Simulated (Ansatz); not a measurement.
# Os (sc type): a single-point run

Wanted: a converged single-point run for Os (sc type), and a check of what comes out.

Method: DFT, LDA, PAW with Ansatz's default frozen-core files, scalar-relativistic, in Ansatz 0.2.0.

1 further run of the same task is left out (it didn't finish). Runs told in other sessions of the task aren't counted.

## (1) The starting structure

Symmetry: Pm-3m, No. 221, cubic system. Conventional cell: a = 2.448 Å, b = 2.448 Å, c = 2.448 Å, α = 90.00°, β = 90.00°, γ = 90.00°. Around Os (site symmetry m-3m) lie 6 Os at 2.45 Å.

As a file:

```
Os
1.0
     2.44777    0.00000    0.00000
     0.00000    2.44777    0.00000
     0.00000    0.00000    2.44777
Os
1
Direct
  0.00000 0.00000 0.00000
```

## (2) Running it

input.yaml

```yaml
crystal:
  lattice:
    - [2.4477735073, 0.0, 0.0]
    - [0.0, 2.4477735073, 0.0]
    - [0.0, 0.0, 2.4477735073]
  atoms:
    - { symbol: Os, position: [0.0, 0.0, 0.0] }
kpoints:
  mp_grid: { grid: [17, 16, 18] }
scf:
  occupations: { method: fermi_dirac, width: 0.05 }
  max_iter: 80
hamiltonian:
  xc: lda
  pseudopotentials: { kind: paw }
output:
  forces: true
  stress: true
  eigenvalues: true
  populations: true
```

On the command line:

```bash
$ ansatz run input.yaml --threads 1 --pin off --max-ram 2048MiB --backend cpu --events-out ev --progress --plain --runs-dir out
```

**Question.** How will this run end, and is anything wrong with its input?

This run ends as converged, with warnings (symmetry narrowed by mesh). It gives a pressure of 31 GPa, which is large; a structure far from rest gives such values too, whatever the setting.

In the input, kpoints.mp_grid.grid is [17, 16, 18]. The mesh has lower symmetry than the crystal, so equivalent directions are sampled differently.

To check: set kpoints.mp_grid.grid to [17, 17, 17].
